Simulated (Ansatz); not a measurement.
# GaCO+ (triplet): wave-function methods side by side, cc-pVDZ

One table from this session's results is given with a row withheld; the runs are named, their logs left out.

Method: cc-pVDZ, core rule «outside noble gas», up to 16 orbitals frozen; program: Ansatz 0.2.0, Gaussian basis.

The runs, in order: UHF; CCSD(T) on ROHF; CCSD(T) on UHF; BCCD(T) on ROHF; CISD as a restricted active space (open shells left free, so some higher excitations enter); CCSDT(Q) on ROHF; CCSDT(Q) on UHF.

25 further runs of the same task are left out: 4 for a known fault of the program, 8 that didn't finish, 13 set aside as unsound or not needed. Runs told in other sessions of the task aren't counted.

**The geometry**

The geometry is a PBE0/def2-TZVP stationary point (not a proven minimum) of the parent state, kept for this charge and spin. No spin-orbit coupling is included. The filled d shell of Ga may be among the frozen orbitals whatever the setting's name suggests.

3 atoms, charge 1, spin multiplicity 3.

Atoms are counted from 1 here; the program's logs count them from 0.

Bond lengths: Ga1–C2 2.188 Å, C2–O3 1.145 Å. Angles: Ga1–C2–O3 180.0°.

The first run:

Input file in.yaml:

```yaml
crystal:
  periodic: [false, false, false]
  atoms:
    - {symbol: Ga, position_ang: [0.000000, 0.000000, 1.840547]}
    - {symbol: C, position_ang: [0.000000, 0.000000, -0.347787]}
    - {symbol: O, position_ang: [0.000000, 0.000000, -1.492760]}
basis:
  gaussian: {orbitals: cc-pVDZ}
total_charge: 1
magnetization: {spin_polarized: true, initial_magnetization: 2}
hamiltonian: {xc: hf}
output: {orbitals: {seedname: orbitals}}
```

Run with:

```bash
$ ansatz run in.yaml --threads 1 --pin off --events-out ev --progress --plain --max-ram 2393MiB
```

Steps of the session up to this table: UHF; CCSD(T) on ROHF; CCSD(T) on UHF; BCCD(T) on ROHF; CISD as a restricted active space (open shells left free, so some higher excitations enter); CCSDT(Q) on ROHF; CCSDT(Q) on UHF.

One of the session's tables, all rows but one given; the rest of the session is left out.

It belongs to the step «Misses and costs». 

| method | from RCCSDT(Q) (meV) |
| --- | --- |
| ROHF | +9206.4 |
| UHF | +9173.5 |
| RMP2 | +649.8 |
| UMP2 | +629.8 |
| RCCSD | +445.1 |
| UCCSD | +428.0 |
| RCCSD(T) | +65.7 |
| UCCSD(T) | +50.1 |
| BCCD(T) | +60.5 |
| RCCSDT | ? |
| UCCSDT | +24.5 |
| RCCSDT(Q) | 0 |
| UCCSDT(Q) | -20.2 |

Q: Estimate the row for RCCSDT from the others.

As computed: from RCCSDT(Q) (meV): +39.9. In the column «from RCCSDT(Q) (meV)» it lies between UCCSDT (+24.5) and UCCSD(T) (+50.1).

Not comparable, so not listed: CISD as a restricted active space (open shells left free, so some higher excitations enter) (they don't share determinant, frozen orbitals or solution with the rows shown, or repeat one).

Limits of these values: Restricted and unrestricted rows rest on different reference determinants; a gap between their highest levels can come from leftover correlation error, from unlike frozen cores or from another state.
